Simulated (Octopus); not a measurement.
An input for Octopus 16.4 (La):

File inp:

```
CalculationMode = gs
UnitsOutput = eV_Angstrom
PeriodicDimensions = 3
ExperimentalFeatures = yes
PseudopotentialSet = pseudodojo_pbe
%Species
 "La" | species_pseudo | hubbard_l | 3 | hubbard_u | 6*eV
%
%LatticeParameters
 1*angstrom | 1*angstrom | 1*angstrom
%
%LatticeVectors
 3.75 | 0 | 0
 -1.875 | 3.2475952642 | 0
 0 | 0 | 6.07
%
%ReducedCoordinates
 "La" | 0.6666666667 | 0.3333333333 | 0.75
 "La" | 0.3333333333 | 0.6666666667 | 0.25
%
%Spacing
 0.12500000*angstrom | 0.12500000*angstrom | 0.12645833*angstrom
%
DerivativesOrder = 8
%KPointsGrid
 5 | 5 | 3
%
KPointsUseSymmetries = yes
XCFunctional = gga_x_pbe + gga_c_pbe
DFTULevel = dft_u_empirical
AOTruncation = ao_box
SmearingFunction = fermi_dirac
Smearing = 0.05*eV
ExtraStates = 14
Eigensolver = chebyshev_filter
ConvRelDens = 1e-6
MaximumIter = 120
%Output
 occ_matrices
%
```

Potentials or basis: pseudodojo_pbe (PseudoDojo 0.5, PBE).

Launch:

```bash
$ OMP_NUM_THREADS=1 octopus > out.log
```

How does this run end?

The run stopped without a result. It printed:

out.log:

```text
Running octopus

Version                : 16.4
Optional libraries     :

************************** Calculation Mode **************************
Input: [CalculationMode = gs]
**********************************************************************

Input: [SpinComponents = unpolarized]
[... 174 lines left out ...]
Input: [AOSubmesh = no]
Input: [AOLoewdin = no]
Input: [AOCombineJOrbitals = no]
Building the DFT+U localized orbital basis.
 Orbitals are build on their own submesh
Found 2 orbital sets.

**************************** FATAL ERROR *****************************
*** Fatal Error (description follows)
*--------------------------------------------------------------------
* Internal error: the orbital   La0s has no grid point.
* Change the input file or use a pseudopotential that contains these orbitals.
**********************************************************************
```
